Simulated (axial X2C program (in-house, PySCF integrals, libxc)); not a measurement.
# ScH⁺: from the state search to constants

Aim: find the lowest determinant of ScH⁺, scan the bond at several levels and fit the constants, once spin-free and once with spin–orbit coupling.

Program: an in-house X2C program for linear molecules on PySCF integrals. Level of theory: all-electron X2C, Sc dyall-cv3z, H dyall-v3z. These are calculated values, not measurements.

## 1. Input

Input file task.json:

```json
{
 "zs": [
  21,
  1
 ],
 "q": 1,
 "bas": [
  "dyall-cv3z",
  "dyall-v3z"
 ],
 "levels": [
  "PBE0",
  "HF",
  "BHandHLYP"
 ],
 "cc": true,
 "r0": 1.8,
 "thr": -2.0,
 "nmax": 90,
 "npts": 10,
 "nst": 2,
 "ntry": 6
}
```

Keys: zs atomic numbers; q charge; bas basis sets; levels methods (HF also brings MP2); cc coupled cluster on or off; r0 starting distance in Å; thr threshold in hartree for freezing inner shells (an s shell follows its p shell); nmax most natural virtual spinors; npts points asked for on the curve; nst determinants followed; ntry starts of the search.

On the command line:

```bash
python so2c.py task.json out
```

Spin-free means the one-electron spin-free X2C Hamiltonian; two-component (2c) means X2C with spin–orbit coupling and atomic mean-field two-electron Coulomb and Gaunt terms. Basis: Sc dyall-cv3z contracted to [10s11p7d5f2g], H dyall-v3z contracted to [6s2p1d]; Gaussian nuclei, density fitting. Masses: Sc 44.956 u, H 1.008 u.

Notation: σ, π±, δ± give the projection m of an orbital's angular momentum (0, ±1, ±2), α and β its spin, Λ and M_S the sums; ω is the projection of a spinor's total angular momentum and Ω the sum. Logs are in hartree.

The results follow Hamiltonian by Hamiltonian and level by level.

## 2. Which state to follow

Determinants are compared with PBE0 at 1.800 Å.

Spin-free determinants:

| ΔE (eV) | state | open shells |
| --- | --- | --- |
| 0.00 | M_S = 1/2, Λ = 2 | beyond closed shells: δ+α |
| 0.09 | M_S = 1/2, Λ = 1 | beyond closed shells: π+α |
| 0.12 | M_S = 1/2, Λ = 0 | beyond closed shells: σα |
| 2.88 | M_S = 3/2, Λ = 2 | beyond closed shells: 2 × σα, δ+α |
| 3.24 | M_S = 3/2, Λ = 3 | beyond closed shells: σα, π+α, δ+α |
| 3.45 | M_S = 1/2, Λ = 2 | beyond closed shells: 2 × σα, δ+β |
| 3.47 | M_S = 1/2, Λ = 3 | beyond closed shells: σβ, π+α, δ+α |

Two-component determinants:

```
ΔE (eV)    state                                      open shells
   0.00  Ω = 3/2                    excess of +ω over −ω: ω = 3/2
   0.02  Ω = 5/2                    excess of +ω over −ω: ω = 5/2
   0.09  Ω = 1/2                    excess of +ω over −ω: ω = 1/2
   2.81  Ω = 5/2       excess of +ω over −ω: 2 × ω = 1/2, ω = 3/2
   2.87  Ω = 1/2      excess of +ω over −ω: 2 × ω = -1/2, ω = 3/2
   2.89  Ω = 7/2       excess of +ω over −ω: 2 × ω = 1/2, ω = 5/2
   3.26  Ω = 9/2  excess of +ω over −ω: ω = 1/2, ω = 3/2, ω = 5/2
```

## 3. PBE0, spin-free

State followed: M_S = 1/2, Λ = 2 (beyond closed shells: δ+α). The scan is laid around 1.777 Å, a first estimate of the minimum, and this SCF restarts from the orbitals of the search.

The SCF at the reference distance of 1.777 Å:

```text
spin-free X2C-1e  PBE0
basis functions 148  fitting functions 781  grid points 5071
iter        total energy     max residual
   1       -764.108770836     1.48e+00
   2       -764.364134335     1.40e-02
   3       -764.364418922     6.36e-03
   4       -764.364810762     8.99e-04
   5       -764.364812249     8.03e-04
   6       -764.364816271     5.49e-05
   7       -764.364816281     8.85e-06
converged
one-electron -1054.01661039  Coulomb 322.72486107  exact exchange -9.64877979  xc functional -29.67792895  nuclear repulsion 6.25364177
```

Along the bond, energies from the lowest point:

| R (Å) | E (eV) | μ (D) | HOMO (eV) | LUMO (eV) | iterations |
| --- | --- | --- | --- | --- | --- |
| 1.546 | 0.3542 | -3.40 | -10.25 | -7.93 | 21 |
| 1.617 | 0.1561 | -3.58 | -10.39 | -7.97 | 14 |
| 1.670 | 0.0652 | -3.69 | -10.49 | -8.00 | 13 |
| 1.724 | 0.0154 | -3.80 | -10.59 | -8.04 | 11 |
| 1.777 | 0.0000 | -3.90 | -10.68 | -8.07 | 7 |
| 1.839 | 0.0183 | -4.00 | -10.79 | -8.11 | 12 |
| 1.901 | 0.0685 | -4.08 | -10.88 | -8.15 | 11 |
| 1.981 | 0.1698 | -4.18 | -11.00 | -8.21 | 12 |
| 2.079 | 0.3353 | -4.27 | -11.13 | -8.27 | 11 |
| 2.221 | 0.6284 | -4.34 | -11.30 | -8.35 | 12 |

Dipoles are positive if H is the positive end and refer to the centre of mass.

Outer orbitals at the reference distance:

```csv
symmetry,occupied,ε (eV),atomic character
σα,yes,-12.91,"53% H s, 23% Sc d, 17% Sc s"
σβ,yes,-12.89,"55% H s, 20% Sc d, 17% Sc s"
δ+α,yes,-10.68,100% Sc d
σα,no,-8.07,"56% Sc s, 32% Sc d, 7% Sc p"
σβ,no,-7.44,"60% Sc s, 23% Sc d, 13% Sc p"
π+α,no,-7.22,96% Sc d
δ-α,no,-7.13,100% Sc d
```

PBE0 fields in the half plane through the axis: z from -2.4 to 3.9 Å across, distance from the axis 0.15 to 2.25 Å upwards; Sc lies at z = 0 and H at z = 1.777 Å; the ELF is damped to zero where the density is low.

log10 density (e/bohr³). Ten even steps from '0' (-5.42 ) to '9' (1.39 ):
```
0011122222222222211000
0112223333333332221100
1122233343333333322110
1223334444444444332211
1223345555555554433221
2233456676655555443321
2334556777666665544321
2334567898766676544322
```

ELF. Ten even steps from '0' (0.00 ) to '9' (1.00 ):
```
0000000000000000000000
0000000000000121000000
0000000000001588620000
0000000110003899982000
0000001342005999997100
0000013786217999999400
0111247878628999999700
0233478181849999999810
```

Re = 1.777 Å, ωe = 1674 cm⁻¹, ωexe = 19.9 cm⁻¹, Be = 5.415 cm⁻¹, De = 2.38 eV, μ = -3.90 D.

## 4. HF, spin-free

The SCF at the reference distance of 1.777 Å:

```text
spin-free X2C-1e  HF
basis functions 148  fitting functions 781  grid points 5071
iter        total energy     max residual
   1       -763.633226689     1.83e-01
   2       -763.646163222     8.92e-03
   3       -763.647606491     1.62e-02
   4       -763.647884003     3.19e-03
   5       -763.647930297     8.57e-04
   6       -763.647935492     5.00e-04
   7       -763.647936231     7.37e-05
   8       -763.647936345     4.45e-05
   9       -763.647936388     4.16e-05
  10       -763.647936397     1.11e-05
  11       -763.647936399     3.80e-06
  12       -763.647936399     1.69e-06
converged
one-electron -1053.31420347  Coulomb 322.03120367  exact exchange -38.61857837  xc functional 0.00000000  nuclear repulsion 6.25364177
```

Re = 1.831 Å, ωe = 1654 cm⁻¹, ωexe = 16.1 cm⁻¹, Be = 5.102 cm⁻¹, De = 1.35 eV, μ = -5.15 D.

## 5. BHandHLYP, spin-free

Output at 1.777 Å:

```text
spin-free X2C-1e  BHandHLYP
basis functions 148  fitting functions 781  grid points 5071
iter        total energy     max residual
   1       -764.551588488     5.79e-02
   2       -764.552927470     3.82e-03
   3       -764.553091003     7.85e-03
   4       -764.553122656     1.23e-03
   5       -764.553125351     5.10e-04
   6       -764.553125553     9.57e-05
   7       -764.553125617     8.45e-05
   8       -764.553125631     4.21e-05
   9       -764.553125634     6.05e-06
converged
one-electron -1053.83172810  Coulomb 322.54205918  exact exchange -19.30215614  xc functional -20.21494235  nuclear repulsion 6.25364177
```

Re = 1.785 Å, ωe = 1690 cm⁻¹, ωexe = 19 cm⁻¹, Be = 5.368 cm⁻¹, De = 2.38 eV, μ = -4.26 D.

## 6. MP2 and beyond, spin-free

Correlated methods: 11 electrons correlated (frozen shells, counted by type: Sc 2 s, 1 p; H none), 235 virtual spinors in MP2, 90 natural virtuals in coupled cluster.

Output of the correlated part at 1.777 Å:

```text
correlated 11  virtual 235  natural virtual 90  E(MP2) -0.314275699  MP2 remainder -0.008289471
iter   CCSD correlation   residual
   1     -0.325244175   8.22e-02
   2     -0.331617528   3.11e-02
   3     -0.332374650   1.18e-02
   4     -0.332291007   5.36e-03
   5     -0.332350165   1.82e-03
   6     -0.332362635   5.91e-04
   7     -0.332365516   1.90e-04
   8     -0.332365313   4.44e-05
   9     -0.332365084   1.52e-05
  10     -0.332365208   6.00e-06
  11     -0.332365249   2.80e-06
  12     -0.332365277   1.02e-06
  13     -0.332365274   3.61e-07
(T) -0.008461675  T1 0.0195  D1 0.0493  max T2 0.071
```

T1 in the output is the amplitude norm over the root of the electron number; divide by √2 for the Lee–Taylor value.

MP2: Re = 1.785 Å, ωe = 1693 cm⁻¹, Be = 5.369 cm⁻¹, De = 2.19 eV.

CCSD: Re = 1.803 Å, ωe = 1644 cm⁻¹, ωexe = 21 cm⁻¹, Be = 5.263 cm⁻¹, De = 2.39 eV. T1 at Re = 0.014 (Lee–Taylor, the printed value over √2).

CCSD(T): Re = 1.801 Å, ωe = 1640 cm⁻¹, ωexe = 21.6 cm⁻¹, Be = 5.273 cm⁻¹, De = 2.42 eV. T1 at Re = 0.014 (Lee–Taylor, the printed value over √2).

## 7. A higher determinant, spin-free

State: M_S = 1/2, Λ = 1 (beyond closed shells: π+α).

Output at the reference distance:

```text
spin-free X2C-1e  PBE0
basis functions 148  fitting functions 781  grid points 5071
iter        total energy     max residual
   1       -764.107333286     1.48e+00
   2       -764.361036323     1.38e-02
   3       -764.361343414     6.18e-03
   4       -764.361704262     8.40e-04
   5       -764.361705717     7.29e-04
   6       -764.361709314     4.83e-05
   7       -764.361709320     9.70e-06
converged
one-electron -1053.83410237  Coulomb 322.53563256  exact exchange -9.64476162  xc functional -29.67211966  nuclear repulsion 6.25364177
```

| R (Å) | E above the lowest PBE0 point (eV) |
| --- | --- |
| 1.546 | 0.387 |
| 1.617 | 0.210 |
| 1.670 | 0.132 |
| 1.724 | 0.092 |
| 1.777 | 0.085 |
| 1.839 | 0.110 |
| 1.901 | 0.164 |
| 1.981 | 0.269 |
| 2.079 | 0.435 |

Re = 1.764 Å, ωe = 1655 cm⁻¹, ωexe = 20.2 cm⁻¹, Be = 5.497 cm⁻¹, μ = -3.70 D. Te = 0.08 eV.

## 8. The spin-free curves together

Energy (eV) of the followed determinant, spin-free, from each level's lowest point:

| R (Å) | PBE0 | HF | MP2 | CCSD | CCSD(T) | BHandHLYP |
| --- | --- | --- | --- | --- | --- | --- |
| 1.546 | 0.354 | 0.549 | 0.387 | n/a | n/a | 0.387 |
| 1.617 | 0.156 | 0.285 | 0.176 | 0.206 | 0.201 | 0.176 |
| 1.670 | 0.065 | 0.151 | 0.077 | 0.096 | 0.094 | 0.077 |
| 1.724 | 0.015 | 0.064 | 0.020 | 0.030 | 0.029 | 0.020 |
| 1.777 | 0.000 | 0.015 | 0.000 | 0.000 | 0.000 | 0.000 |
| 1.839 | 0.018 | 0.000 | 0.014 | 0.003 | 0.004 | 0.014 |
| 1.901 | 0.068 | 0.023 | 0.062 | 0.040 | 0.041 | 0.062 |
| 1.981 | 0.170 | 0.096 | 0.163 | 0.125 | 0.127 | 0.162 |
| 2.079 | 0.335 | 0.237 | 0.331 | n/a | n/a | 0.328 |
| 2.221 | 0.628 | 0.510 | 0.642 | n/a | n/a | 0.628 |

## 9. PBE0, 2c

State followed: Ω = 3/2 (excess of +ω over −ω: ω = 3/2). The scan is laid around 1.777 Å, a first estimate of the minimum, and this SCF restarts from the orbitals of the search.

The SCF at the reference distance of 1.777 Å:

```text
two-component X2C + atomic mean field  PBE0
basis functions 148  fitting functions 781  grid points 5071
iter        total energy     max residual
   1       -763.948978439     1.23e+00
   2       -764.204772452     1.17e-02
   3       -764.205056064     6.33e-03
   4       -764.205443481     7.53e-04
   5       -764.205444982     7.99e-04
   6       -764.205448978     4.66e-05
   7       -764.205448989     8.63e-06
   8       -764.205448991     3.75e-06
converged
one-electron -1053.61217364  Coulomb 322.63168443  exact exchange -9.64605870  xc functional -29.66957728  nuclear repulsion 6.25364177  atomic mean-field constant -0.16296558
```

Along the bond, energies from the lowest point:

| R (Å) | E (eV) | μ (D) | HOMO (eV) | LUMO (eV) | iterations |
| --- | --- | --- | --- | --- | --- |
| 1.546 | 0.3541 | -3.40 | -10.26 | -7.92 | 21 |
| 1.617 | 0.1560 | -3.57 | -10.40 | -7.97 | 14 |
| 1.670 | 0.0652 | -3.69 | -10.51 | -8.00 | 13 |
| 1.724 | 0.0154 | -3.80 | -10.60 | -8.04 | 11 |
| 1.777 | 0.0000 | -3.89 | -10.70 | -8.07 | 8 |
| 1.839 | 0.0183 | -3.99 | -10.80 | -8.11 | 12 |
| 1.901 | 0.0685 | -4.08 | -10.90 | -8.15 | 11 |
| 1.981 | 0.1698 | -4.18 | -11.01 | -8.20 | 12 |
| 2.079 | 0.3353 | -4.26 | -11.15 | -8.27 | 11 |
| 2.221 | 0.6284 | -4.34 | -11.31 | -8.35 | 12 |

Dipoles are positive if H is the positive end and refer to the centre of mass.

Outer spinors at the reference distance:

```tsv
ω	occupied	ε (eV)	atomic character	λ mixture
-1/2	yes	-12.91	53% H s, 23% Sc d, 17% Sc s	100% σ
1/2	yes	-12.89	55% H s, 20% Sc d, 17% Sc s	100% σ
3/2	yes	-10.70	100% Sc d	100% δ
-1/2	no	-8.07	56% Sc s, 32% Sc d, 7% Sc p	100% σ
1/2	no	-7.44	60% Sc s, 23% Sc d, 13% Sc p	100% σ
1/2	no	-7.22	96% Sc d	100% π
-5/2	no	-7.12	100% Sc d	100% δ
```

PBE0 fields in the half plane through the axis: z from -2.4 to 3.9 Å across, distance from the axis 0.15 to 2.25 Å upwards; Sc lies at z = 0 and H at z = 1.777 Å; the ELF is damped to zero where the density is low.

log10 density (e/bohr³). Ten even steps from ' ' (-5.42 ) to '@' (1.39 ):
```
    ......::::::::::::::::::::::::....      
  ....::::::------------------::::::....    
....::::::------==----------------::::....  
..::::------====================----::::....
..::::----==++++++++++++++++++====----::::..
::::----==++****##****++++++++++====----::..
::----==++++**######**********++++====--::..
::----==++**##%%@@%%##******##**++====--::::
```

ELF. Ten even steps from '0' (0.00 ) to '9' (1.00 ):
```
0000000000000000000000
0000000000000121000000
0000000000001588620000
0000000110003899982000
0000001342005999997100
0000013786217999999400
0111247878628999999700
0233478181849999999810
```

Re = 1.777 Å, ωe = 1674 cm⁻¹, ωexe = 19.9 cm⁻¹, Be = 5.415 cm⁻¹, De = 2.39 eV, μ = -3.89 D.

## 10. HF, 2c

Output at 1.777 Å:

```text
two-component X2C + atomic mean field  HF
basis functions 148  fitting functions 781  grid points 5071
iter        total energy     max residual
   1       -763.474047796     1.83e-01
   2       -763.486987059     8.95e-03
   3       -763.488432776     1.62e-02
   4       -763.488711023     3.20e-03
   5       -763.488757503     8.60e-04
   6       -763.488762778     5.05e-04
   7       -763.488763589     7.48e-05
   8       -763.488763773     6.87e-05
   9       -763.488763921     9.47e-05
  10       -763.488764047     6.27e-05
  11       -763.488764214     5.91e-05
  12       -763.488764467     9.19e-05
  13       -763.488764846     1.53e-04
  14       -763.488765220     1.38e-04
  15       -763.488765404     5.73e-05
  16       -763.488765443     1.77e-05
  17       -763.488765449     1.04e-05
  18       -763.488765451     7.09e-06
  19       -763.488765452     3.57e-06
  20       -763.488765452     1.65e-06
converged
one-electron -1052.90960856  Coulomb 321.93785701  exact exchange -38.60769010  xc functional 0.00000000  nuclear repulsion 6.25364177  atomic mean-field constant -0.16296558
```

Re = 1.831 Å, ωe = 1654 cm⁻¹, ωexe = 16.1 cm⁻¹, Be = 5.101 cm⁻¹, De = 1.36 eV, μ = -5.15 D.

## 11. BHandHLYP, 2c

The SCF at the reference distance of 1.777 Å:

```text
two-component X2C + atomic mean field  BHandHLYP
basis functions 148  fitting functions 781  grid points 5071
iter        total energy     max residual
   1       -764.392185152     5.79e-02
   2       -764.393524327     3.83e-03
   3       -764.393688105     7.86e-03
   4       -764.393719892     1.23e-03
   5       -764.393722681     5.19e-04
   6       -764.393722965     1.23e-04
   7       -764.393723155     1.57e-04
   8       -764.393723293     1.81e-04
   9       -764.393723447     1.14e-04
  10       -764.393723614     5.33e-05
  11       -764.393723770     1.06e-04
  12       -764.393723841     8.33e-05
  13       -764.393723854     2.27e-05
  14       -764.393723855     1.84e-06
converged
one-electron -1053.42701930  Coulomb 322.44857835  exact exchange -19.29670035  xc functional -20.20925874  nuclear repulsion 6.25364177  atomic mean-field constant -0.16296558
```

Re = 1.785 Å, ωe = 1689 cm⁻¹, ωexe = 19 cm⁻¹, Be = 5.368 cm⁻¹, De = 2.38 eV, μ = -4.25 D.

## 12. MP2 and beyond, 2c

Correlated methods: 11 electrons correlated (frozen shells, counted by type: Sc 2 s, 1 p; H none), 235 virtual spinors in MP2, 90 natural virtuals in coupled cluster.

Output of the correlated part at 1.777 Å:

```text
correlated 11  virtual 235  natural virtual 90  E(MP2) -0.314452911  MP2 remainder -0.008291103
iter   CCSD correlation   residual
   1     -0.325411192   8.23e-02
   2     -0.331786950   3.12e-02
   3     -0.332545604   1.19e-02
   4     -0.332462089   5.36e-03
   5     -0.332521396   1.82e-03
   6     -0.332533894   5.92e-04
   7     -0.332536781   1.92e-04
   8     -0.332536566   4.96e-05
   9     -0.332536300   2.39e-05
  10     -0.332536423   1.62e-05
  11     -0.332536506   1.18e-05
  12     -0.332536572   6.41e-06
  13     -0.332536534   3.21e-06
  14     -0.332536538   1.37e-06
(T) -0.008478111  T1 0.0195  D1 0.0493  max T2 0.063
```

MP2: Re = 1.785 Å, ωe = 1693 cm⁻¹, Be = 5.369 cm⁻¹, De = 2.19 eV.

CCSD: Re = 1.803 Å, ωe = 1644 cm⁻¹, ωexe = 21.1 cm⁻¹, Be = 5.263 cm⁻¹, De = 2.40 eV. T1 at Re = 0.014 (Lee–Taylor, the printed value over √2).

CCSD(T): Re = 1.801 Å, ωe = 1640 cm⁻¹, ωexe = 21.7 cm⁻¹, Be = 5.273 cm⁻¹, De = 2.42 eV. T1 at Re = 0.014 (Lee–Taylor, the printed value over √2).

## 13. A higher determinant, 2c

State: Ω = 5/2 (excess of +ω over −ω: ω = 5/2).

Output at the reference distance:

```text
two-component X2C + atomic mean field  PBE0
basis functions 148  fitting functions 781  grid points 5071
iter        total energy     max residual
   1       -763.948343626     1.23e+00
   2       -764.204123779     1.17e-02
   3       -764.204406981     6.33e-03
   4       -764.204795254     7.52e-04
   5       -764.204796755     8.02e-04
   6       -764.204800776     4.64e-05
   7       -764.204800787     8.21e-06
   8       -764.204800788     3.38e-06
converged
one-electron -1053.60393913  Coulomb 322.62361982  exact exchange -9.64597241  xc functional -29.66918525  nuclear repulsion 6.25364177  atomic mean-field constant -0.16296558
```

| R (Å) | E above the lowest PBE0 point (eV) |
| --- | --- |
| 1.546 | 0.371 |
| 1.617 | 0.173 |
| 1.670 | 0.083 |
| 1.724 | 0.033 |
| 1.777 | 0.018 |
| 1.839 | 0.036 |
| 1.901 | 0.086 |
| 1.981 | 0.188 |
| 2.079 | 0.353 |

Re = 1.777 Å, ωe = 1674 cm⁻¹, ωexe = 19.9 cm⁻¹, Be = 5.417 cm⁻¹, μ = -3.89 D. Te = 0.02 eV.

## 14. The 2c curves together

Energy (eV) of the followed determinant, 2c, from each level's lowest point:

| R (Å) | PBE0 | HF | MP2 | CCSD | CCSD(T) | BHandHLYP |
| --- | --- | --- | --- | --- | --- | --- |
| 1.546 | 0.354 | 0.549 | 0.387 | n/a | n/a | 0.387 |
| 1.617 | 0.156 | 0.285 | 0.176 | 0.206 | 0.201 | 0.175 |
| 1.670 | 0.065 | 0.151 | 0.077 | 0.096 | 0.094 | 0.077 |
| 1.724 | 0.015 | 0.064 | 0.020 | 0.030 | 0.029 | 0.020 |
| 1.777 | 0.000 | 0.015 | 0.000 | 0.000 | 0.000 | 0.000 |
| 1.839 | 0.018 | 0.000 | 0.014 | 0.003 | 0.004 | 0.014 |
| 1.901 | 0.068 | 0.023 | 0.062 | 0.039 | 0.041 | 0.062 |
| 1.981 | 0.170 | 0.096 | 0.163 | 0.125 | 0.127 | 0.162 |
| 2.079 | 0.335 | 0.237 | 0.331 | n/a | n/a | 0.328 |
| 2.221 | 0.628 | 0.510 | 0.642 | n/a | n/a | 0.628 |

The whole job took 2.4 min on 1 thread of Arm Neoverse V1, shared host; peak memory 0.65 GiB.

## 15. What came out

Lowest determinant that the search found at its distance, spin-free: M_S = 1/2, Λ = 2 (beyond closed shells: δ+α).

Lowest determinant that the search found at its distance, 2c: Ω = 3/2 (excess of +ω over −ω: ω = 3/2).

```json
{"Hamiltonian": "spin-free", "level": "PBE0", "Re (Å)": "1.777", "ωe (cm⁻¹)": "1674", "De (eV)": "2.38", "μ (D)": "-3.90"}
{"Hamiltonian": "spin-free", "level": "HF", "Re (Å)": "1.831", "ωe (cm⁻¹)": "1654", "De (eV)": "1.35", "μ (D)": "-5.15"}
{"Hamiltonian": "spin-free", "level": "MP2", "Re (Å)": "1.785", "ωe (cm⁻¹)": "1693", "De (eV)": "2.19", "μ (D)": "n/a"}
{"Hamiltonian": "spin-free", "level": "CCSD", "Re (Å)": "1.803", "ωe (cm⁻¹)": "1644", "De (eV)": "2.39", "μ (D)": "n/a"}
{"Hamiltonian": "spin-free", "level": "CCSD(T)", "Re (Å)": "1.801", "ωe (cm⁻¹)": "1640", "De (eV)": "2.42", "μ (D)": "n/a"}
{"Hamiltonian": "spin-free", "level": "BHandHLYP", "Re (Å)": "1.785", "ωe (cm⁻¹)": "1690", "De (eV)": "2.38", "μ (D)": "-4.26"}
{"Hamiltonian": "2c", "level": "PBE0", "Re (Å)": "1.777", "ωe (cm⁻¹)": "1674", "De (eV)": "2.39", "μ (D)": "-3.89"}
{"Hamiltonian": "2c", "level": "HF", "Re (Å)": "1.831", "ωe (cm⁻¹)": "1654", "De (eV)": "1.36", "μ (D)": "-5.15"}
{"Hamiltonian": "2c", "level": "MP2", "Re (Å)": "1.785", "ωe (cm⁻¹)": "1693", "De (eV)": "2.19", "μ (D)": "n/a"}
{"Hamiltonian": "2c", "level": "CCSD", "Re (Å)": "1.803", "ωe (cm⁻¹)": "1644", "De (eV)": "2.40", "μ (D)": "n/a"}
{"Hamiltonian": "2c", "level": "CCSD(T)", "Re (Å)": "1.801", "ωe (cm⁻¹)": "1640", "De (eV)": "2.42", "μ (D)": "n/a"}
{"Hamiltonian": "2c", "level": "BHandHLYP", "Re (Å)": "1.785", "ωe (cm⁻¹)": "1689", "De (eV)": "2.38", "μ (D)": "-4.25"}
```

Dipoles are positive if H is the positive end and refer to the centre of mass.

Time per point (s) on 1 thread of Arm Neoverse V1, shared host (2c runs; CCSD comes with the CCSD(T) run); the times are rough: PBE0 0.38, HF 0.25, MP2 0.43, CCSD(T) 4.3, BHandHLYP 0.4.

In words: At CCSD(T), going from spin-free to two-component changes Re by 0 mÅ, ωe by 0.0 %; the spin-free picture holds up (part of it comes from the scalar share of the two-electron terms). De moves by 0.00 eV; both De rest on single-determinant atoms, which can miss part of an open shell's spin–orbit lowering.

De refers to Sc+ + H, each in the lowest determinant found, which need not be this curve's own limit. Each curve is one determinant whose occupation by symmetry is held fixed; it was picked as the lowest of a PBE0 search that is not exhaustive. De is counted from the lowest determinant-based energies of the atoms at the same level, without counterpoise correction. Density functionals use the spin component along the axis (collinear). CCSD and (T) use frozen natural virtuals with an MP2 correction for the truncation.
